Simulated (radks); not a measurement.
# Yb⁴³⁺ in [Ar] 3d9: an all-electron calculation

Aim: the levels, the sizes of the orbitals and the parts of the energy of the ytterbium ion Yb43+.

The numbers are computed with radks (a radial shooting solver on a logarithmic mesh, Libxc functionals) version 1 (Dirac Kohn-Sham, PBE, spin-unpolarised, spherical densities, point nucleus; open shells fill j = l - 1/2 first), except any that are marked as measured or tabulated.

## (1) Starting point

| Item | Value |
| --- | --- |
| element | ytterbium (Z = 70) |
| charge | +43 |
| electrons | 27 |
| configuration | [Ar] 3d9 |

## (2) Self-consistent calculation

Settings of this run:

```text
Z 70
configuration [Ar] 3d9
relativity Dirac
functional pbe,pbe
spin unpolarised
j_filling energy
nucleus point
c 137.035999084
```

Q: Predict the outcome of this run.

The runs gave:

```
                        quantity                    value
                    total energy      -12789.0456 hartree
exchange-correlation share of it                   1.69 %
                            −T/E                   1.1200
          highest occupied level        3d5/2, -3502.6 eV
    most extended occupied level  3p3/2, <r> = 0.213 bohr
 radius at density 0.001 e/bohr³               0.690 bohr
    maxima of the radial density                        3
         ionisation energy, NIST         3555 (theory) eV
```

**Reading.** The radial density shows 3 maxima for 3 occupied principal shells. −T/E is 1.120: with relativity the kinetic term as defined here no longer equals −E. Minus the highest eigenvalue, 3502.6 eV, is 99 % of the tabulated ionisation energy (3555 eV). Spin polarisation and multiplet splitting are left out.
